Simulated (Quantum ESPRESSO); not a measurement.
## GaF: phonons at points of the zone under several settings

```
Ga F
1.0
     3.16592    0.00000    0.00000
     0.00000    3.16592    0.00000
     0.00000    0.00000    3.16592
Ga F
1 1
Direct
  0.00000 0.00000 0.00000
  0.50000 0.50000 0.50000
```

The cell was built by a generator and needn't be a form met in nature.

All runs used Quantum ESPRESSO 7.5; potentials PseudoDojo 0.4.1 SR LDA standard; k mesh 6 × 6 × 6, shifted; relaxed cell; no spin polarisation; cutoff 1143 eV; occupations smeared at first, fixed for the response.

```tsv
level	point	frequencies (cm⁻¹)
LDA	Γ (0.000, 0.000, 0.000)	?
LDA	M (0.500, 0.500, 0.000)	108i 108i 93i 90 107 107
LDA	R (0.500, 0.500, 0.500)	79 79 79 174 174 174
LDA	X (0.000, 0.500, 0.000)	78i 78i 94 94 166 256
```

Q: What stands in the row left open?

A: Frequencies 136i 136i 136i 0 0 0 cm⁻¹.

Values marked i are imaginary: the cell is unstable against those modes at that level, or the meshes are too thin.

Caveats: some modes are imaginary (some runs).

For the row left open. Caveat: some modes are imaginary.
